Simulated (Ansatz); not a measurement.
# SnSe2: the cost of one run

Program: Ansatz 0.2.0. Level of theory: DFT PBE+D3(BJ), scalar-relativistic, plane waves, PAW. These are calculated values, not measurements.

The COD entry's cell or inner coordinates are ideal or old and differ from later refinements, so a difference from it is no clean test against experiment.

16 further runs of the same task are left out: 16 set aside as unsound or not needed.

### 1 The starting structure

It takes space group P-3m1 (No. 164, trigonal). The conventional cell has a = 3.840 Å, b = 3.840 Å, c = 6.010 Å, α = 90.00°, β = 90.00°, γ = 120.00°. Sn (site symmetry -3m) is surrounded by 6 Se at 2.73 Å. Se (site symmetry 3m) has 3 Sn at 2.73 Å as nearest neighbours.

Structure file:

```xyz
3
Lattice="3.8400 0.0000 0.0000 -1.9200 3.3256 0.0000 0.0000 0.0000 6.0099" Properties=species:S:1:pos:R:3 pbc="T T T"
Sn    0.0000    0.0000    0.0000
Se    0.0000    2.2171    1.5934
Se    1.9200    1.1085    4.4165
```

This cell was relaxed beforehand with the same method: volume 25.58 Å³/atom, gap on the mesh 0.35 eV.

### 2 Plan of the line

The energy is mapped over volume and the cell's shape.

The axes are (1) volume per atom: 7 values from 21.49 to 29.68 Å³; (2) c/a of the conventional cell: 7 values from 1.305 to 1.877.

Nothing else is relaxed (fractional coordinates fixed). Energies count from the relaxed crystal. Points are written as (first, second).

### 3 Point (28.31 Å³, 1.305)

input.yaml reads:

```yaml
crystal:
  lattice:
    - [4.2203665293, 0.0, 0.0]
    - [-2.1101832647, 3.6549446276, 0.0]
    - [0.0, 0.0, 5.5063122107]
  atoms:
    - { symbol: Sn, position: [0.0, 0.0, 0.0] }
    - { symbol: Se, position: [0.3333333333, 0.6666666667, 0.2651331237] }
    - { symbol: Se, position: [0.6666666667, 0.3333333333, 0.7348668763] }
basis:
  ecutwfc: 420
kpoints:
  mp_grid: { grid: [12, 12, 6] }
hamiltonian:
  xc: pbe
  dispersion: d3bj
scf:
  occupations: { method: gaussian, width: 0.03 }
output:
  forces: true
  stress: true
  eigenvalues: true
```

Launch:

```
$ ansatz run input.yaml --threads 1 --pin off --max-ram 2048MiB --backend cpu --events-out ev --progress --plain --runs-dir out
```

Q: Estimate wall time and peak memory on 1 thread of Intel Xeon 6975P-C (Granite Rapids), shared host.

About 6.6 s, with a peak of 0.52 GiB.
